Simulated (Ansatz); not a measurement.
# CuHN: the cost of one run

The runs use Ansatz 0.2.0, Gaussian basis; def2-TZVPP, core rule «outside noble gas», up to 10 orbitals frozen.

The runs, in order: UHF; ROHF; CCSD(T) on UHF.

2 further runs of the same task are left out: 2 set aside as unsound or not needed.

### Step 1. The system

The geometry is a PBE0/def2-TZVP stationary point (not a proven minimum) of the parent state, kept for this charge and spin.

3 atoms, charge 0, spin multiplicity 4.

Atoms are counted from 1 here; the program's logs count them from 0.

Bond lengths: Cu1–N2 1.814 Å, N2–H3 1.033 Å. Angles: Cu1–N2–H3 105.2°.

### Step 2. UHF

Input file in.yaml:

```yaml
crystal:
  periodic: [false, false, false]
  atoms:
    - {symbol: Cu, position_ang: [0.000000, 0.015641, 0.350073]}
    - {symbol: N, position_ang: [0.000000, -0.131422, -1.458118]}
    - {symbol: H, position_ang: [0.000000, 0.840171, -1.807978]}
basis:
  gaussian: {orbitals: def2-TZVPP}
magnetization: {spin_polarized: true, initial_magnetization: 3}
hamiltonian: {xc: hf}
output: {orbitals: {seedname: orbitals}}
```

On the command line:

```bash
$ ansatz run in.yaml --threads 1 --pin off --events-out ev --progress --plain --max-ram 3968MiB --backend cpu
```

Q: Estimate wall time and peak memory on 1 thread of AMD EPYC 7R13, shared host.

About 18 s, with a peak of 0.31 GiB.
